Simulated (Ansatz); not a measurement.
# CH₇B₂Ga: a ladder of functionals and wavefunction methods

The task here is to estimate one member of a computed series from the others.

Method: functionals in def2-TZVPP, the program's frozen cores in correlated methods; program: Ansatz 0.2.0, Gaussian basis.

Plan: LDA (SPW92), PBE-D4, revPBE-D4, BLYP-D4, r2SCAN-D4, B97M-V, PBE0-D4, B3LYP-D4, r2SCANh-D4, r2SCAN0-D4, HSE06-D4, BHLYP-D4, CAM-B3LYP-D4, LC-ωPBE, ωB97X-V, ωB97M-V, B2PLYP, PBE-QIDH; CCSD(T)/def2-SVP; CCSD(T)/def2-TZVPP; MP2/def2-QZVPP; extrapolation to the limit; RPA on PBE.

## Structure used throughout

The geometry comes from an earlier relaxation with PBE0-D4 in a triple-zeta def2 set; it is a stationary point, not always the lowest conformer.

11 atoms, charge 0, spin multiplicity 1.

Atoms are counted from 1 here; the program's logs count them from 0.

Bond lengths: C1–B2 1.567 Å, C1–H5 1.091 Å, C1–H6 1.097 Å, C1–H7 1.097 Å, B2–B3 1.617 Å, B2–H8 1.211 Å, B3–Ga4 2.073 Å, B3–H9 1.202 Å, Ga4–H10 1.576 Å, Ga4–H11 1.574 Å. Angles: B2–C1–H5 116.0°, B2–C1–H6 109.5°, B2–C1–H7 108.9°, H5–C1–H6 108.5°, H5–C1–H7 108.6°, H6–C1–H7 104.8°, C1–B2–B3 128.9°, C1–B2–H8 116.6°, B3–B2–H8 114.5°, B2–B3–Ga4 120.4°, B2–B3–H9 124.5°, Ga4–B3–H9 115.1°, B3–Ga4–H10 120.6°, B3–Ga4–H11 122.5°, H10–Ga4–H11 116.8°.

As a file:

```mol
CH7B2Ga
  3D, bonds by distance, orders not assigned

 11 10  0  0  0  0  0  0  0  0999 V2000
   -1.4496    1.2104    0.2911 C   0  0
   -0.8144   -0.2096    0.4780 B   0  0
    0.7417   -0.6084    0.6635 B   0  0
    1.9383   -0.9591   -0.9921 Ga  0  0
   -0.7603    2.0537    0.3445 H   0  0
   -1.9769    1.2511   -0.6701 H   0  0
   -2.2326    1.3508    1.0461 H   0  0
   -1.5695   -1.1538    0.4128 H   0  0
    1.2825   -0.7646    1.7253 H   0  0
    2.7818    0.2069   -1.6349 H   0  0
    2.0589   -2.3774   -1.6640 H   0  0
  1  2  8  0
  2  3  8  0
  3  4  8  0
  1  5  8  0
  1  6  8  0
  1  7  8  0
  2  8  8  0
  3  9  8  0
  4 10  8  0
  4 11  8  0
M  END
```

Set-up of the first run:

File in.yaml:

```yaml
crystal:
  periodic: [false, false, false]
  atoms:
    - {symbol: C, position_ang: [-1.449632, 1.210376, 0.291075]}
    - {symbol: B, position_ang: [-0.814370, -0.209551, 0.477997]}
    - {symbol: B, position_ang: [0.741743, -0.608418, 0.663490]}
    - {symbol: Ga, position_ang: [1.938338, -0.959080, -0.992123]}
    - {symbol: H, position_ang: [-0.760286, 2.053692, 0.344455]}
    - {symbol: H, position_ang: [-1.976929, 1.251064, -0.670144]}
    - {symbol: H, position_ang: [-2.232601, 1.350774, 1.046106]}
    - {symbol: H, position_ang: [-1.569494, -1.153771, 0.412755]}
    - {symbol: H, position_ang: [1.282529, -0.764642, 1.725315]}
    - {symbol: H, position_ang: [2.781808, 0.206910, -1.634912]}
    - {symbol: H, position_ang: [2.058874, -2.377375, -1.664015]}
basis:
  gaussian: {orbitals: def2-TZVPP}
hamiltonian: {xc: lda}
output: {orbitals: {seedname: orbitals}}
```

Run with:

```bash
ansatz run in.yaml --threads 4 --pin off --events-out ev --progress --plain --max-ram 10444MiB
```

Among the steps run: LDA; PBE-D4 (GGA); revPBE-D4 (GGA); BLYP-D4 (GGA); r2SCAN-D4 (meta-GGA); B97M-V (meta-GGA); PBE0-D4 (hybrid); B3LYP-D4 (hybrid); r2SCANh-D4 (hybrid); r2SCAN0-D4 (hybrid); HSE06-D4 (hybrid); BHLYP-D4 (hybrid); CAM-B3LYP-D4 (range-separated); LC-ωPBE (range-separated); ωB97X-V (range-separated); ωB97M-V (range-separated); B2PLYP (double hybrid); PBE-QIDH (double hybrid).

One table of the session follows, with a row left open; its other results are not shown here.

It belongs to the step «Frontier levels by functional». 

```
  functional  HOMO (eV)  LUMO (eV)  gap (eV)
 LDA (SPW92)      -6.20      -3.03      3.17
      PBE-D4      -6.08      -2.79      3.29
   revPBE-D4      -6.04      -2.69      3.35
     BLYP-D4      -5.97      -2.61      3.36
   r2SCAN-D4      -6.31      -2.48      3.83
      B97M-V      -6.39      -2.56      3.84
     PBE0-D4      -7.20      -1.85      5.34
    B3LYP-D4      -7.02      -2.04      4.98
  r2SCANh-D4      -6.72      -2.16      4.56
  r2SCAN0-D4      -7.34      -1.68      5.66
    HSE06-D4      -6.80      -2.23      4.56
    BHLYP-D4      -8.22      -0.96      7.26
CAM-B3LYP-D4      -8.51      -0.82      7.69
     LC-ωPBE      -9.82       0.35     10.17
     ωB97X-V          ?          ?         ?
     ωB97M-V      -9.31      -0.04      9.27
```

Q: Estimate the row for ωB97X-V from the others.

The run gave: HOMO (eV): -9.48; LUMO (eV): 0.20; gap (eV): 9.67. In the column «HOMO (eV)» it lies between LC-ωPBE (-9.82) and ωB97M-V (-9.31).
